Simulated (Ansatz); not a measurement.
# EuOs: the cost of one run

Method: DFT PBE+U (U_eff = 6 eV on Eu 4f), scalar-relativistic, plane waves, PAW, in Ansatz 0.2.0.

1 further run of the same task is left out (it didn't finish).

## 1. The starting structure

Symmetry: Pm-3m, No. 221, cubic system. Conventional cell: a = 3.522 Å, b = 3.522 Å, c = 3.522 Å, α = 90.00°, β = 90.00°, γ = 90.00°. Eu (site symmetry m-3m) has 8 Os at 3.05 Å as nearest neighbours. Around Os (site symmetry m-3m) lie 8 Eu at 3.05 Å.

As a file:

```cif
data_structure
_symmetry_space_group_name_H-M 'P 1'
_symmetry_Int_Tables_number 1
_cell_length_a 3.5223
_cell_length_b 3.5223
_cell_length_c 3.5223
_cell_angle_alpha 90.000
_cell_angle_beta 90.000
_cell_angle_gamma 90.000
_cell_volume 43.70
loop_
_atom_site_label
_atom_site_type_symbol
_atom_site_fract_x
_atom_site_fract_y
_atom_site_fract_z
_atom_site_occupancy
Eu1 Eu 0.00000 0.00000 0.00000 1
Os1 Os 0.50000 0.50000 0.50000 1
```

An earlier run at PBE+U (U_eff = 6 eV on Eu 4f) left this cell at 21.849 Å³/atom and 0.00 GPa (8×8×8 mesh).

The changes: atom 2 (Os) moved 0.08 Å along x; strain e2 = +0.01, atoms carried along; all atoms moved at random (σ = 0.1 Å), cell strained at random (1 %).

## 2. Atom 2 (Os) moved 0.08 Å along x

The input, input.yaml:

```yaml
crystal:
  lattice:
    - [3.5222788475, 0.0, 0.0]
    - [0.0, 3.5222788475, 0.0]
    - [0.0, 0.0, 3.5222788475]
  atoms:
    - { symbol: Eu, position: [0.0, 0.0, 0.0], spin: 7.42 }
    - { symbol: Os, position: [0.5227125686, 0.5, 0.5] }
basis:
  ecutwfc: 420
  ecutrho_ratio: 4
kpoints:
  mp_grid: { grid: [8, 8, 8] }
hamiltonian:
  xc: pbe
  hubbard: { sites: [{ species: Eu, l: f, u_eff: 6.0 }] }
scf:
  occupations: { method: gaussian, width: 0.05 }
  lower_state_search: "off"
output:
  forces: true
  stress: true
  eigenvalues: true
  populations: true
  hubbard: { sites: [{ species: Eu, l: f }] }
  write_density: true
  write_potential: true
  elf: true
  volumetric_format: npy
magnetization:
  spin_polarized: true
checkpoint:
  read: start.run
  write: ck
  compress: false
  write_wavefunctions: false
  write_every: 100000
```

start.run holds the converged state of the cell before the atoms were moved.

Started as:

```sh
$ ansatz run input.yaml --threads 2 --pin off --max-ram 2662MiB --backend cpu --events-out ev --progress --plain --runs-dir out
```

What time and memory should one allow on 2 threads of Arm Neoverse V2, shared host?

About 12 s, with a peak of 0.5 GiB.
